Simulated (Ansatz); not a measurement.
# BeZnF4: the cost of one run

Computed with Ansatz 0.2.0 (DFT r2SCAN, scalar-relativistic, plane waves, PAW).

### Step 1. Starting point

It takes space group F-43m (No. 216, cubic). The conventional cell has a = 8.028 Å, b = 8.028 Å, c = 8.028 Å, α = 90.00°, β = 90.00°, γ = 90.00°. Be (site symmetry -43m) has 4 F at 1.56 Å as nearest neighbours. Around Zn (site symmetry -43m) lie 4 F at 1.91 Å. F (site symmetry 3m) has 1 Be at 1.56 Å and 1 Zn at 1.91 Å as nearest neighbours.

As a file:

```xyz
6
Lattice="0.0000 4.0138 4.0138 4.0138 0.0000 4.0138 4.0138 4.0138 0.0000" Properties=species:S:1:pos:R:3 pbc="T T T"
Be    6.0207    6.0207    6.0207
Zn    4.0138    4.0138    4.0138
F     5.1190    5.1190    5.1190
F     2.9086    2.9086    5.1190
F     2.9086    5.1190    2.9086
F     5.1190    2.9086    2.9086
```

The cell was relaxed beforehand at this level, from a generated guess; it is a trial structure. At a tolerance of 0.02 Å it has space group F-43m (No. 216); it has 21.56 Å³/atom, an uncorrected energy of -2.72 eV/atom over the elements and, on its mesh, gap 5.89 eV.

### Step 2. The same geometry with r2SCAN

File input.yaml:

```yaml
crystal:
  lattice:
    - [0.0, 4.0138233875, 4.0138233875]
    - [4.0138233875, 0.0, 4.0138233875]
    - [4.0138233875, 4.0138233875, 0.0]
  atoms:
    - { symbol: Be, position: [0.75, 0.75, 0.75] }
    - { symbol: Zn, position: [0.5, 0.5, 0.5] }
    - { symbol: F, position: [0.6376764926, 0.6376764926, 0.6376764926] }
    - { symbol: F, position: [0.6376764926, 0.6376764926, 0.0869705221] }
    - { symbol: F, position: [0.6376764926, 0.0869705221, 0.6376764926] }
    - { symbol: F, position: [0.0869705221, 0.6376764926, 0.6376764926] }
basis:
  ecutwfc: 500
kpoints:
  mp_grid: { grid: [6, 6, 6] }
  band_path:
    path:
      - [[0.0, 0.0, 0.0], [-0.5, -0.5, 0.0], [-0.375, -0.375, 0.25]]
      - [[-0.375, 0.0, 0.375], [0.0, 0.0, 0.0], [0.0, 0.0, 0.5], [-0.5, -0.25, 0.25], [-0.5, -0.5, 0.0]]
    npoints: 14
hamiltonian:
  xc: r2scan
scf:
  occupations: { method: gaussian, width: 0.02 }
  n_extra_bands: 15
output:
  forces: true
  stress: true
  eigenvalues: true
  populations: true
  dos: { projected: true, de: 0.02, nscf_kmesh: { grid: [9, 9, 9] } }
  bader: true
  write_density: true
  write_potential: true
  elf: true
  volumetric_format: npy
```

On the command line:

```console
$ ansatz run input.yaml --threads 1 --pin off --max-ram 2560MiB --backend cpu --events-out ev --progress --plain --runs-dir out
```

What time and memory should one allow on 1 thread of Intel Xeon 6975P-C (Granite Rapids), shared host?

About 58 s, with a peak of 0.81 GiB.
